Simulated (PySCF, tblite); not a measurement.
**ClH4PSi2, a cluster model of a defect: NMR shifts, core binding energies and electronic excitations**

Wanted: the NMR shifts, core binding energies and electronic excitations for `[SiH3]P[Si]Cl`. It is drawn as: twofold Si.

Computed with tblite 0.8.0 and PySCF 2.14.0; each step states its level. No surroundings beyond the atoms listed, unless a continuum is named. Atoms count from 0, parts from 1.

## 1. The system as given

8 atoms, charge 0, multiplicity 1; geometry: distance geometry start.

## 2. Relaxing the cluster with GFN2-xTB

What the job is given:

```
{"job": {"kind": "relax", "xc": "GFN2-xTB", "basis": "xTB"}, "charge": 0, "multiplicity": 1}
Si     2.177400     0.567093     0.969038
Cl     3.240828    -1.006101     0.101819
P      0.366897     1.013865    -0.050480
Si    -1.258957    -0.394498    -0.008212
H      0.384460     1.970860    -1.090904
H     -1.240346    -1.230739    -1.199743
H     -2.531181     0.349421     0.121350
H     -1.138868    -1.268978     1.185470
```

Method: GFN2-xTB geometry optimisation, gas phase.

Launch:

```bash
OMP_NUM_THREADS=1 python cluster_run.py task.json out
```

This one command runs all jobs of the session in turn.

**Question.** The jobs that follow are: PBE0-D3(BJ)/def2-SVP geometry optimisation, gas phase; GIAO PBE0/pcSseg-2 NMR shielding, non-relativistic, gas phase; delta-SCF UKS SCAN, pcX-2 on the ionised atom, pcseg-1 elsewhere, spin-free X2C; TDDFT CAM-B3LYP/def2-SVPD, vertical, gas phase, core orbitals frozen in the response. Predict: point group; rotational constants (main isotopes); $^{1}$H shifts against TMS (PBE0/pcSseg-2); $^{29}$Si shifts against TMS (PBE0/pcSseg-2); $^{35}$Cl shifts against HCl (PBE0/pcSseg-2); $^{31}$P shifts against H3PO4 (PBE0/pcSseg-2); surface potential, 1st and 99th percentile; Cl2p binding energies, SCAN/pcX-2; P2p binding energies, SCAN/pcX-2; Si2p binding energies, SCAN/pcX-2 (standing for 1 of 2 atoms); lowest singlet (CAM-B3LYP/def2-SVPD); brightest single state of those computed; lowest triplet; vertical ionisation energy (ΔSCF); vertical electron affinity (ΔSCF).

The runs gave:

| quantity | value |
| --- | --- |
| point group | C1 |
| rotational constants (main isotopes) | 3.52, 1.73, 1.27 GHz |
| $^{1}$H shifts against TMS (PBE0/pcSseg-2) | 4.50, 4.36, 4.24, 4.02 ppm |
| $^{29}$Si shifts against TMS (PBE0/pcSseg-2) | 585.8, -91.1 ppm |
| $^{35}$Cl shifts against HCl (PBE0/pcSseg-2) | 468 ppm |
| $^{31}$P shifts against H3PO4 (PBE0/pcSseg-2) | -68.9 ppm |
| surface potential, 1st and 99th percentile | -0.54 V and 1.63 V |
| Cl2p binding energies, SCAN/pcX-2 | Cl1 206.24 eV |
| P2p binding energies, SCAN/pcX-2 | P2 136.24 eV |
| Si2p binding energies, SCAN/pcX-2 (standing for 1 of 2 atoms) | Si3 107.25 eV |
| lowest singlet (CAM-B3LYP/def2-SVPD) | 2.69 eV (461 nm), f = 0.009 |
| brightest single state of those computed | state 5, 5.78 eV, f = 0.131 |
| lowest triplet | 1.67 eV |
| vertical ionisation energy (ΔSCF) | 8.61 eV |
| vertical electron affinity (ΔSCF) | 1.17 eV |

In words: Relaxing lowered the energy by 0.169 eV in 8 steps; the close pair that moved most is Si0–Cl1, from 2.036 to 2.112 Å (PBE0/def2-SVP). At PBE0/pcSseg-2: The widest tensor belongs to Si0: span 1371 ppm, with a paramagnetic part of -1119 ppm. By nearest atom (PBE0/pcSseg-2), the HOMO sits on Si0 48 %; P2 32 % and the LUMO on Si0 73 %; Cl1 9 %. The first singlet state (HOMO→LUMO 0.97) lies at 2.69 eV and is weak; of the 6 states computed, the strongest absorption comes from state 5 at 5.78 eV. The lowest triplet lies 1.02 eV below the lowest singlet (triplets in Tamm-Dancoff, singlets in full TDDFT). The orbital energy would give 7.89 eV for ionisation, ΔSCF gives 8.61 eV.
